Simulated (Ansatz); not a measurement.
# As2H3+ (singlet): the correlation ladder, cc-pVDZ

The task here is to estimate one member of a computed series from the others.

Computed with Ansatz 0.2.0, Gaussian basis. Level: cc-pVDZ, core rule «outside noble gas», up to 28 orbitals frozen.

The runs, in order: UHF; CCSD(T) on RHF; CCSD(T) on UHF; BCCD(T) on RHF; CISD; CCSDT(Q) on RHF; CCSDT(Q) on UHF.

22 further runs of the same task are left out: 7 that didn't finish, 15 set aside as unsound or not needed.

**What is computed**

The geometry is a PBE0/def2-TZVP stationary point (not a proven minimum) of the parent state, kept for this charge and spin. No spin-orbit coupling is included. The filled d shell of As may be among the frozen orbitals whatever the setting's name suggests; the logs give the count.

5 atoms, charge 1, spin multiplicity 1.

Atoms are counted from 1 here; the program's logs count them from 0.

Bond lengths: As1–As2 2.421 Å, As1–H3 1.524 Å, As1–H4 1.522 Å, As2–H5 1.528 Å. Angles: As2–As1–H3 95.2°, As2–As1–H4 93.7°, H3–As1–H4 92.9°, As1–As2–H5 90.7°.

The first run:

File in.yaml:

```yaml
crystal:
  periodic: [false, false, false]
  atoms:
    - {symbol: As, position_ang: [0.044935, 0.028439, 1.200164]}
    - {symbol: As, position_ang: [-0.020577, -0.040135, -1.219332]}
    - {symbol: H, position_ang: [-1.295538, 0.736132, 1.353769]}
    - {symbol: H, position_ang: [-0.578949, -1.351358, 1.353196]}
    - {symbol: H, position_ang: [0.063884, 1.484618, -1.282235]}
basis:
  gaussian: {orbitals: cc-pVDZ}
total_charge: 1
magnetization: {spin_polarized: true, initial_magnetization: 0}
hamiltonian: {xc: hf}
output: {orbitals: {seedname: orbitals}}
```

Launch:

```bash
$ ansatz run in.yaml --threads 1 --pin off --events-out ev --progress --plain --max-ram 2393MiB
```

Steps of the session up to this table: UHF; CCSD(T) on RHF; CCSD(T) on UHF; BCCD(T) on RHF; CISD; CCSDT(Q) on RHF; CCSDT(Q) on UHF.

One table of the session follows, with a row left open; its other results are not shown here.

| method | from RCCSDT(Q) (meV) |
| --- | --- |
| RHF | +6963.2 |
| UHF | +6803.8 |
| RMP2 | ? |
| UMP2 | +1695.9 |
| CISD | +999.4 |
| RCCSD | +323.4 |
| UCCSD | +365.3 |
| RCCSD(T) | +69.2 |
| UCCSD(T) | +109.0 |
| BCCD(T) | +70.9 |
| RCCSDT | +24.1 |
| UCCSDT | +32.4 |
| RCCSDT(Q) | 0 |
| UCCSDT(Q) | +2.3 |

**Question.** Estimate the row for RMP2.

**Answer.** from RCCSDT(Q) (meV): +1509.8. In the column «from RCCSDT(Q) (meV)» it lies between CISD (+999.4) and UMP2 (+1695.9).

Caveats from the session: The determinant is far from a pure spin state, so its energy mixes those of several spin states (harmless only where they are near-degenerate, as at dissociation). Restricted and unrestricted rows rest on different reference determinants; where their highest levels disagree by more than a few hundredths of an eV, they describe different states and don't form one ladder.
